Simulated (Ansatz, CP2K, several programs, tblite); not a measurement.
Energy against volume for a 6-atom cell of SiO2 started from a crystallographic database, at fixed shape and fractional coordinates, computed by several methods (PBE and r2SCAN, where shown, with plane waves in Ansatz); the cell shown is that of r2SCAN. With free coordinates or axes held, a curve is too stiff, and on another method's shape its minimum isn't the method's own volume. Space group P4_2/mnm (No. 136), tetragonal; conventional cell a = 4.185 Å, c = 2.669 Å, 7.79 Å³ an atom. Si is surrounded by 6 O at 1.76–1.81 Å; O is surrounded by 3 Si at 1.76–1.81 Å. No spin polarisation and no zero-point or thermal motion. Energies count from each curve's lowest point; fits are third-order Birch-Murnaghan.

```
Si O
1.0
     4.18519    0.00000    0.00000
     0.00000    4.18519    0.00000
     0.00000    0.00000    2.66884
Si O
2 4
Direct
  0.00000 0.00000 0.00000
  0.50000 0.50000 0.50000
  0.30610 0.30610 0.00000
  0.19390 0.80610 0.50000
  0.69390 0.69390 0.00000
  0.80610 0.19390 0.50000
```

r2SCAN, on the shape of its own relaxed cell:
```
V (Å³/atom)  E (meV/atom)
      7.324         32.82
      7.557          7.78
      7.791          0.00
      8.025          7.02
      8.259         26.74
```
V₀ = 7.79 Å³ an atom and B₀ = 337 GPa.

GFN1-xTB (tblite), on the shape of the cell shown, as a cluster of 96 atoms at the zone centre:
```csv
V (Å³/atom),E (meV/atom)
6.856,419.52
7.324,194.94
7.791,65.36
8.259,6.32
8.726,0.00
```
The lowest point is an end point, so the minimum isn't bracketed.

PBE/SZV (CP2K), on the shape of the cell shown:
```
V (Å³/atom)  E (meV/atom)
      6.856        734.32
      7.324        424.40
      7.791        214.29
      8.259         79.05
      8.726          0.00
```
The lowest point is an end point, so the minimum isn't bracketed.

Problem. PBE, on the shape of its own relaxed cell, gives
```csv
V (Å³/atom),E (meV/atom)
7.563,30.16
7.804,7.18
8.045,0.00
8.287,6.33
8.528,24.25
```
What equilibrium volume and bulk modulus follow?

Solution. V₀ = 8.05 Å³ an atom and B₀ = 298 GPa.

light PBE (260 eV, its own mesh), on the shape of the cell shown:

| V (Å³/atom) | E (meV/atom) |
| --- | --- |
| 7.168 | 106.49 |
| 7.480 | 52.17 |
| 7.791 | 48.28 |
| 8.103 | 38.07 |
| 8.414 | 0.00 |
| 8.726 | 0.42 |

The points scatter about a smooth fit, as a low cutoff and a light mesh can make them, so no fit is quoted.
